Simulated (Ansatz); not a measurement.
**BH₆NOSi: up Jacob's ladder to CCSD(T)**

An exercise on one series of results from a longer session: the logs are not shown, and one member is left open.

Computed with Ansatz 0.2.0, Gaussian basis. Level: functionals in def2-TZVPP, the program's frozen cores in correlated methods.

Levels to be run: LDA (SPW92), PBE-D4, revPBE-D4, BLYP-D4, r2SCAN-D4, B97M-V, PBE0-D4, B3LYP-D4, r2SCANh-D4, r2SCAN0-D4, HSE06-D4, BHLYP-D4, CAM-B3LYP-D4, LC-ωPBE, ωB97X-V, ωB97M-V, B2PLYP, PBE-QIDH; CCSD(T)/def2-SVP; CCSD(T)/def2-TZVPP; MP2/def2-QZVPP; extrapolation to the limit; RPA on PBE.

## The relaxed structure

An earlier PBE0-D4 in a triple-zeta def2 set relaxation fixed the geometry.

SMILES `NB[SiH2]O`, 10 atoms, charge 0, spin multiplicity 1.

Atoms are counted from 1 here; the program's logs count them from 0.

Bond lengths: N1–B2 1.386 Å, N1–H5 1.007 Å, N1–H6 1.007 Å, B2–Si3 2.019 Å, B2–H7 1.203 Å, Si3–O4 1.661 Å, Si3–H8 1.498 Å, Si3–H9 1.491 Å, O4–H10 0.958 Å. Angles: B2–N1–H5 123.3°, B2–N1–H6 123.5°, H5–N1–H6 113.1°, N1–B2–Si3 121.2°, N1–B2–H7 117.0°, Si3–B2–H7 121.7°, B2–Si3–O4 112.7°, B2–Si3–H8 109.6°, B2–Si3–H9 112.4°, O4–Si3–H8 110.4°, O4–Si3–H9 104.8°, H8–Si3–H9 106.7°, Si3–O4–H10 116.4°.

The first run:

The input, in.yaml:

```yaml
crystal:
  periodic: [false, false, false]
  atoms:
    - {symbol: N, position_ang: [-1.326402, 1.347505, -0.014428]}
    - {symbol: B, position_ang: [-0.650406, 0.258503, -0.541826]}
    - {symbol: Si, position_ang: [0.723686, -0.746413, 0.542988]}
    - {symbol: O, position_ang: [2.131108, -1.015008, -0.296556]}
    - {symbol: H, position_ang: [-2.029705, 1.860668, -0.521308]}
    - {symbol: H, position_ang: [-1.161558, 1.710181, 0.910443]}
    - {symbol: H, position_ang: [-0.928585, -0.064627, -1.666259]}
    - {symbol: H, position_ang: [0.142010, -2.043827, 1.013304]}
    - {symbol: H, position_ang: [1.144482, 0.002389, 1.761710]}
    - {symbol: H, position_ang: [2.038373, -1.360573, -1.185070]}
basis:
  gaussian: {orbitals: def2-TZVPP}
hamiltonian: {xc: lda}
output: {orbitals: {seedname: orbitals}}
```

Run with:

```
$ ansatz run in.yaml --threads 2 --pin off --events-out ev --progress --plain --max-ram 4352MiB
```

Among the steps run: LDA; PBE-D4 (GGA); revPBE-D4 (GGA); BLYP-D4 (GGA); r2SCAN-D4 (meta-GGA); B97M-V (meta-GGA); B3LYP-D4 (hybrid); r2SCANh-D4 (hybrid); r2SCAN0-D4 (hybrid); HSE06-D4 (hybrid); BHLYP-D4 (hybrid); CAM-B3LYP-D4 (range-separated); LC-ωPBE (range-separated); ωB97X-V (range-separated); ωB97M-V (range-separated); B2PLYP (double hybrid); PBE-QIDH (double hybrid).

One of the session's tables, all rows but one given; the rest of the session is left out.

It belongs to the step «Orbital energies across the functionals». 

```
  functional  HOMO (eV)  gap (eV)
 LDA (SPW92)      -6.22      4.36
      PBE-D4      -6.14      4.52
   revPBE-D4      -6.10      4.58
     BLYP-D4      -6.05      4.60
   r2SCAN-D4          ?         ?
      B97M-V      -6.53      5.08
     PBE0-D4      -7.46      6.76
    B3LYP-D4      -7.27      6.38
  r2SCANh-D4      -6.91      5.89
  r2SCAN0-D4      -7.64      7.10
    HSE06-D4      -7.05      5.98
    BHLYP-D4      -8.72      8.99
CAM-B3LYP-D4      -8.85      9.24
     LC-ωPBE     -10.17     11.71
     ωB97X-V      -9.84     11.27
     ωB97M-V      -9.64     10.82
```

Q: Estimate the row for r2SCAN-D4 from the others.

Worked estimate for «HOMO (eV)». Against the share of exact exchange, r2SCANh-D4 (0.1, -6.91), r2SCAN0-D4 (0.25, -7.64) give a slope of -4.87 per unit share; at 0 the line stands at -6.42.

As computed: HOMO (eV): -6.42; gap (eV): 5.08. In «HOMO (eV)» the line misses by 0.00.
